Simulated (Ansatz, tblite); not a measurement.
**GeMe3(NHMe) (C₄H₁₃GeN): one state, many levels**

An exercise on one series of results from a longer session: the logs are not shown, and one member is left open.

Program: Ansatz 0.2.0, Gaussian basis. Level of theory: as each input shows. These are calculated values, not measurements.

Plan: GFN1-xTB, GFN2-xTB, PBE-D4/def2-TZVP, r2SCAN-D4/def2-TZVP, revPBE-D4/def2-TZVP, HF/def2-TZVP, LDA/def2-TZVP, PBE-D4/def2-SVP, PBE0-D4/def2-SVP, HF/STO-3G, HF/6-31G, B3LYP-D4/6-31G, CCSD(T)/def2-SVP, MP2/def2-TZVP, RPA/def2-TZVP.

2 further runs of the same task are left out: 2 set aside as unsound or not needed.

## The structure

The singlet was relaxed beforehand with B3LYP-D4/def2-SVP.

19 atoms, charge 0, spin multiplicity 1.

Bond lengths: Ge1–C2 1.963 Å, Ge1–C6 1.975 Å, Ge1–C10 1.962 Å, Ge1–N14 1.855 Å, C2–H3 1.100 Å, C2–H4 1.101 Å, C2–H5 1.101 Å, C6–H7 1.102 Å, C6–H8 1.101 Å, C6–H9 1.101 Å, C10–H11 1.101 Å, C10–H12 1.101 Å, C10–H13 1.101 Å, N14–C15 1.451 Å, N14–H16 1.018 Å, C15–H17 1.112 Å, C15–H18 1.103 Å, C15–H19 1.105 Å. Angles: C2–Ge1–C6 109.4°, C2–Ge1–C10 111.4°, C2–Ge1–N14 107.2°, C6–Ge1–C10 110.3°, C6–Ge1–N14 112.5°, C10–Ge1–N14 105.9°, Ge1–C2–H3 110.2°, Ge1–C2–H4 110.3°, Ge1–C2–H5 111.1°, H3–C2–H4 108.7°, H3–C2–H5 108.4°, H4–C2–H5 108.0°, Ge1–C6–H7 110.6°, Ge1–C6–H8 110.7°, Ge1–C6–H9 110.7°, H7–C6–H8 108.3°, H7–C6–H9 108.1°, H8–C6–H9 108.3° and more.

PBE0-D4/def2-TZVP was run before; its log isn't repeated, and its numbers join the tables.

The first run:

Tight binding, by tblite at 300 K electronic temperature and without a spin-polarisation term:

```python
tblite.interface.Calculator('GFN1-xTB', numbers, positions, charge=0, uhf=0).singlepoint()
```

Tight binding, by tblite at 300 K electronic temperature and without a spin-polarisation term:

```python
tblite.interface.Calculator('GFN2-xTB', numbers, positions, charge=0, uhf=0).singlepoint()
```

start.molden holds the orbitals of an earlier run on this state, given as this run's starting guess.

Input file in.yaml:

```yaml
crystal:
  periodic: [false, false, false]
  atoms:
    - {symbol: Ge, position_ang: [-0.006080, 0.438474, 0.003515]}
    - {symbol: C, position_ang: [0.061970, 0.408530, 1.965602]}
    - {symbol: H, position_ang: [-0.956542, 0.373244, 2.380663]}
    - {symbol: H, position_ang: [0.567044, 1.311334, 2.343591]}
    - {symbol: H, position_ang: [0.617391, -0.469279, 2.330327]}
    - {symbol: C, position_ang: [1.832097, 0.412407, -0.718581]}
    - {symbol: H, position_ang: [2.400967, 1.286890, -0.363941]}
    - {symbol: H, position_ang: [1.818910, 0.431504, -1.819629]}
    - {symbol: H, position_ang: [2.364253, -0.496046, -0.395465]}
    - {symbol: C, position_ang: [-0.975113, 2.012151, -0.656603]}
    - {symbol: H, position_ang: [-1.002078, 2.024252, -1.757685]}
    - {symbol: H, position_ang: [-0.481854, 2.936642, -0.318342]}
    - {symbol: H, position_ang: [-2.009936, 2.010408, -0.281888]}
    - {symbol: N, position_ang: [-0.999674, -1.033611, -0.532170]}
    - {symbol: C, position_ang: [-0.549637, -2.384324, -0.252232]}
    - {symbol: H, position_ang: [-1.381076, -0.945741, -1.471419]}
    - {symbol: H, position_ang: [0.314139, -2.734020, -0.859320]}
    - {symbol: H, position_ang: [-0.248628, -2.469242, 0.805504]}
    - {symbol: H, position_ang: [-1.366162, -3.113572, -0.401926]}
basis:
  gaussian: {orbitals: def2-TZVP, initial_orbitals: start.molden}
hamiltonian: {xc: pbe, dispersion: d4}
scf: {omitted_lower_state_checks: [starts]}
output: {orbitals: {seedname: orbitals}}
```

Run with:

```console
> ansatz run in.yaml --threads 4 --pin off --events-out ev --progress --plain --max-ram 4787MiB
```

Steps of the session up to this table: PBE-D4/def2-TZVP; r2SCAN-D4/def2-TZVP; revPBE-D4/def2-TZVP; HF/def2-TZVP; LDA/def2-TZVP; PBE-D4/def2-SVP; PBE0-D4/def2-SVP; HF/STO-3G; HF/6-31G; B3LYP-D4/6-31G; CCSD(T)/def2-SVP; MP2/def2-TZVP; RPA/def2-TZVP.

One of the session's tables, all rows but one given; the rest of the session is left out.

It belongs to the step «Binding energy». 

```
             method  binding an atom (eV)
          HF/STO-3G                 3.647
           HF/6-31G                 2.713
        HF/def2-SVP                 2.855
       HF/def2-TZVP                 2.819
      LDA/def2-TZVP                 4.301
    PBE-D4/def2-SVP                 3.876
   PBE-D4/def2-TZVP                 3.859
revPBE-D4/def2-TZVP                 3.781
r2SCAN-D4/def2-TZVP                 3.808
     B3LYP-D4/6-31G                 3.771
   PBE0-D4/def2-SVP                     ?
  PBE0-D4/def2-TZVP                 3.817
       MP2/def2-SVP                 3.639
      MP2/def2-TZVP                 3.702
      CCSD/def2-SVP                 3.601
   CCSD(T)/def2-SVP                 3.632
```

Estimate the missing values for PBE0-D4/def2-SVP.

As computed: binding an atom (eV): 3.839. In the column «binding an atom (eV)» it lies between PBE0-D4/def2-TZVP (3.817) and PBE-D4/def2-TZVP (3.859).

Limits of these values: Free atoms were run apart at each level; binding is atoms less cluster, divided by the number of atoms, without zero-point or spin-orbit terms.
